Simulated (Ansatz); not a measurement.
**CdAg: equation of state**

How stiff is CdAg, and at what volume does the pressure vanish? The cell is scaled evenly, atoms carried along, and solved with LAPW, PAW and all-electron datasets made for the crystal.

Program: Ansatz 0.2.0. Level of theory: DFT PBEsol, scalar-relativistic. These are calculated values, not measurements.

## (1) The starting structure

It takes space group Pm-3m (No. 221, cubic). Conventional cell: a = 3.330 Å, b = 3.330 Å, c = 3.330 Å, α = 90.00°, β = 90.00°, γ = 90.00°. Around Cd (site symmetry m-3m) lie 8 Ag at 2.88 Å. Ag (site symmetry m-3m) is surrounded by 8 Cd at 2.88 Å.

As a file:

```
CELL_PARAMETERS angstrom
3.33000 0.00000 0.00000
0.00000 3.33000 0.00000
0.00000 0.00000 3.33000
ATOMIC_POSITIONS crystal
Cd 0.50000 0.50000 0.50000
Ag 0.00000 0.00000 0.00000
```

Atoms are numbered in the order of the input: Cd1, Ag2.

## (2) Volume × 0.96, LAPW

File input.yaml:

```yaml
crystal:
  lattice:
    - [3.284994483, 0.0, 0.0]
    - [0.0, 3.284994483, 0.0]
    - [0.0, 0.0, 3.284994483]
  atoms:
    - { symbol: Cd, position: [0.5, 0.5, 0.5] }
    - { symbol: Ag, position: [0.0, 0.0, 0.0] }
kpoints:
  mp_grid: { grid: [12, 12, 12] }
  band_path:
    path:
      - [0.0, 0.0, 0.0]
      - [0.0, 0.5, 0.0]
      - [0.5, 0.5, 0.0]
      - [0.0, 0.0, 0.0]
      - [0.5, 0.5, 0.5]
      - [0.0, 0.5, 0.0]
      - [0.5, 0.5, 0.5]
      - [0.5, 0.5, 0.0]
    npoints: 5
scf:
  occupations: { method: fermi_dirac, width: 0.05 }
hamiltonian:
  xc: pbesol
  pseudopotentials: { kind: all_electron, lapw: { basis_error: 0.00025 } }
output:
  forces: true
  stress: true
  eigenvalues: true
```

Run with:

```bash
> ansatz run input.yaml --threads 1 --pin off --max-ram 3072MiB --backend cpu --events-out ev --progress --plain --runs-dir out
```

## (3) Volume × 0.96, PAW

File input.yaml:

```yaml
crystal:
  lattice:
    - [3.284994483, 0.0, 0.0]
    - [0.0, 3.284994483, 0.0]
    - [0.0, 0.0, 3.284994483]
  atoms:
    - { symbol: Cd, position: [0.5, 0.5, 0.5] }
    - { symbol: Ag, position: [0.0, 0.0, 0.0] }
kpoints:
  mp_grid: { grid: [12, 12, 12] }
scf:
  occupations: { method: fermi_dirac, width: 0.05 }
hamiltonian:
  xc: pbesol
  pseudopotentials: { kind: paw }
output:
  forces: true
  stress: true
  eigenvalues: true
  efg: { contact_densities: true }
```

## (4) Volume × 0.96, crystal datasets

input.yaml: that of step 3 with these lines changed.

```diff
@@ -14,3 +14,3 @@
   xc: pbesol
-  pseudopotentials: { kind: paw }
+  pseudopotentials: { kind: all_electron, datasets: crystal }
 output:
```

## (5) Volume × 0.99, LAPW

File input.yaml:

```yaml
crystal:
  lattice:
    - [3.3188627931, 0.0, 0.0]
    - [0.0, 3.3188627931, 0.0]
    - [0.0, 0.0, 3.3188627931]
  atoms:
    - { symbol: Cd, position: [0.5, 0.5, 0.5] }
    - { symbol: Ag, position: [0.0, 0.0, 0.0] }
kpoints:
  mp_grid: { grid: [12, 12, 12] }
  band_path:
    path:
      - [0.0, 0.0, 0.0]
      - [0.0, 0.5, 0.0]
      - [0.5, 0.5, 0.0]
      - [0.0, 0.0, 0.0]
      - [0.5, 0.5, 0.5]
      - [0.0, 0.5, 0.0]
      - [0.5, 0.5, 0.5]
      - [0.5, 0.5, 0.0]
    npoints: 5
scf:
  occupations: { method: fermi_dirac, width: 0.05 }
hamiltonian:
  xc: pbesol
  pseudopotentials: { kind: all_electron, lapw: { basis_error: 0.00025 } }
output:
  forces: true
  stress: true
  eigenvalues: true
```

## (6) Volume × 0.99, PAW

File input.yaml:

```yaml
crystal:
  lattice:
    - [3.3188627931, 0.0, 0.0]
    - [0.0, 3.3188627931, 0.0]
    - [0.0, 0.0, 3.3188627931]
  atoms:
    - { symbol: Cd, position: [0.5, 0.5, 0.5] }
    - { symbol: Ag, position: [0.0, 0.0, 0.0] }
kpoints:
  mp_grid: { grid: [12, 12, 12] }
scf:
  occupations: { method: fermi_dirac, width: 0.05 }
hamiltonian:
  xc: pbesol
  pseudopotentials: { kind: paw }
output:
  forces: true
  stress: true
  eigenvalues: true
  efg: { contact_densities: true }
```

## (7) Volume × 0.99, crystal datasets

input.yaml: that of step 6 with these lines changed.

```diff
@@ -14,3 +14,3 @@
   xc: pbesol
-  pseudopotentials: { kind: paw }
+  pseudopotentials: { kind: all_electron, datasets: crystal }
 output:
```

## (8) Volume × 1.02, LAPW

File input.yaml:

```yaml
crystal:
  lattice:
    - [3.3520536228, 0.0, 0.0]
    - [0.0, 3.3520536228, 0.0]
    - [0.0, 0.0, 3.3520536228]
  atoms:
    - { symbol: Cd, position: [0.5, 0.5, 0.5] }
    - { symbol: Ag, position: [0.0, 0.0, 0.0] }
kpoints:
  mp_grid: { grid: [12, 12, 12] }
  band_path:
    path:
      - [0.0, 0.0, 0.0]
      - [0.0, 0.5, 0.0]
      - [0.5, 0.5, 0.0]
      - [0.0, 0.0, 0.0]
      - [0.5, 0.5, 0.5]
      - [0.0, 0.5, 0.0]
      - [0.5, 0.5, 0.5]
      - [0.5, 0.5, 0.0]
    npoints: 5
scf:
  occupations: { method: fermi_dirac, width: 0.05 }
hamiltonian:
  xc: pbesol
  pseudopotentials: { kind: all_electron, lapw: { basis_error: 0.00025 } }
output:
  forces: true
  stress: true
  eigenvalues: true
```

## (9) Volume × 1.02, PAW

File input.yaml:

```yaml
crystal:
  lattice:
    - [3.3520536228, 0.0, 0.0]
    - [0.0, 3.3520536228, 0.0]
    - [0.0, 0.0, 3.3520536228]
  atoms:
    - { symbol: Cd, position: [0.5, 0.5, 0.5] }
    - { symbol: Ag, position: [0.0, 0.0, 0.0] }
kpoints:
  mp_grid: { grid: [12, 12, 12] }
scf:
  occupations: { method: fermi_dirac, width: 0.05 }
hamiltonian:
  xc: pbesol
  pseudopotentials: { kind: paw }
output:
  forces: true
  stress: true
  eigenvalues: true
  efg: { contact_densities: true }
```

## (10) Volume × 1.02, crystal datasets

input.yaml: that of step 9 with these lines changed.

```diff
@@ -14,3 +14,3 @@
   xc: pbesol
-  pseudopotentials: { kind: paw }
+  pseudopotentials: { kind: all_electron, datasets: crystal }
 output:
```

## (11) Volume × 1.06, LAPW

File input.yaml:

```yaml
crystal:
  lattice:
    - [3.3953106987, 0.0, 0.0]
    - [0.0, 3.3953106987, 0.0]
    - [0.0, 0.0, 3.3953106987]
  atoms:
    - { symbol: Cd, position: [0.5, 0.5, 0.5] }
    - { symbol: Ag, position: [0.0, 0.0, 0.0] }
kpoints:
  mp_grid: { grid: [12, 12, 12] }
  band_path:
    path:
      - [0.0, 0.0, 0.0]
      - [0.0, 0.5, 0.0]
      - [0.5, 0.5, 0.0]
      - [0.0, 0.0, 0.0]
      - [0.5, 0.5, 0.5]
      - [0.0, 0.5, 0.0]
      - [0.5, 0.5, 0.5]
      - [0.5, 0.5, 0.0]
    npoints: 5
scf:
  occupations: { method: fermi_dirac, width: 0.05 }
hamiltonian:
  xc: pbesol
  pseudopotentials: { kind: all_electron, lapw: { basis_error: 0.00025 } }
output:
  forces: true
  stress: true
  eigenvalues: true
```

## (12) Volume × 1.06, PAW

File input.yaml:

```yaml
crystal:
  lattice:
    - [3.3953106987, 0.0, 0.0]
    - [0.0, 3.3953106987, 0.0]
    - [0.0, 0.0, 3.3953106987]
  atoms:
    - { symbol: Cd, position: [0.5, 0.5, 0.5] }
    - { symbol: Ag, position: [0.0, 0.0, 0.0] }
kpoints:
  mp_grid: { grid: [12, 12, 12] }
scf:
  occupations: { method: fermi_dirac, width: 0.05 }
hamiltonian:
  xc: pbesol
  pseudopotentials: { kind: paw }
output:
  forces: true
  stress: true
  eigenvalues: true
  efg: { contact_densities: true }
  write_density: true
  write_potential: true
  elf: true
  volumetric_format: npy
```

## (13) Volume × 1.06, crystal datasets

input.yaml: that of step 12 with these lines changed.

```diff
@@ -14,3 +14,3 @@
   xc: pbesol
-  pseudopotentials: { kind: paw }
+  pseudopotentials: { kind: all_electron, datasets: crystal }
 output:
@@ -20,5 +20 @@
   efg: { contact_densities: true }
-  write_density: true
-  write_potential: true
-  elf: true
-  volumetric_format: npy
```

(Steps that only read results are left out.)

Before running it: what results should come out? Wanted: equilibrium volume; bulk modulus (for each run or level that gives them).

The runs gave:

| quantity | value |
| --- | --- |
| equilibrium volume (LAPW) | 18.126 Å³/atom |
| bulk modulus (LAPW) | 96 GPa |
| its pressure derivative (LAPW) | 5.7 |
| equilibrium volume (PAW) | 18.129 Å³/atom |
| bulk modulus (PAW) | 96 GPa |
| its pressure derivative (PAW) | 5.7 |
| equilibrium volume (crystal datasets) | 18.126 Å³/atom |
| bulk modulus (crystal datasets) | 96 GPa |
| its pressure derivative (crystal datasets) | 5.7 |

A third-order Birch-Murnaghan fit to the LAPW pressures puts zero pressure at 18.13 Å³/atom, -1.8 % from the given cell, with a bulk modulus of 96 GPa. PAW's volume lies +0.02 % and its modulus less than 0.1 % from LAPW's. No thermal or zero-point expansion is included.
